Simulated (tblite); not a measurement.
# C5H12SeSi: the cost of one run

The runs use tblite 0.8.0 and PySCF 2.14.0, with density-fitted response routines of our own; the level of theory stands in each step. All values are computed, except where a source is named. Atoms are numbered from 0 throughout.

### 1 The starting structure

19 atoms, charge 0, multiplicity 1; geometry from: force field or distance geometry start.

Bonds of the start (Å): C0–C1 1.51, C1–C2 1.34, C2–Si3 1.86, Si3–C4 1.84, C4–Se5 1.97, Se5–C6 1.97, C0–H7 1.13, C0–H8 1.12, C0–H9 1.10, C1–H10 1.07, C2–H11 1.09, Si3–H12 1.46, Si3–H13 1.49, C4–H14 1.12, C4–H15 1.13, C6–H16 1.10, C6–H17 1.12, C6–H18 1.11.

### 2 Optimising the geometry with GFN2-xTB

What the job is given:

```
{"job": {"kind": "relax", "xc": "GFN2-xTB", "basis": "xTB"}, "charge": 0, "multiplicity": 1}
C      3.659300     0.487800    -0.166900
C      2.162900     0.499900    -0.330100
C      1.448600     0.018000     0.693000
Si    -0.409100    -0.016600     0.606400
C     -1.096700    -1.520100    -0.204100
Se    -3.064300    -1.446200    -0.210500
C     -3.659700     0.419600    -0.032000
H      3.967800     0.956900     0.813000
H      4.105400     1.154800    -0.945400
H      4.076200    -0.527700    -0.190700
H      1.649900     0.854800    -1.195700
H      1.977500    -0.347500     1.578600
H     -0.904000     1.152100    -0.116100
H     -0.984600     0.020500     1.977000
H     -0.810200    -1.523100    -1.282400
H     -0.744400    -2.492200     0.240400
H     -3.997700     0.812400    -1.000700
H     -4.514600     0.434500     0.698400
H     -2.872300     1.071400     0.400200
```

Run with:

```bash
> OMP_NUM_THREADS=1 python probes_run.py task.json out
```

One launch serves the whole session: the jobs run in the order shown.

Q: Estimate the wall time of this first job on 1 thread of Arm Neoverse V2, shared host.

About 1.4 s.
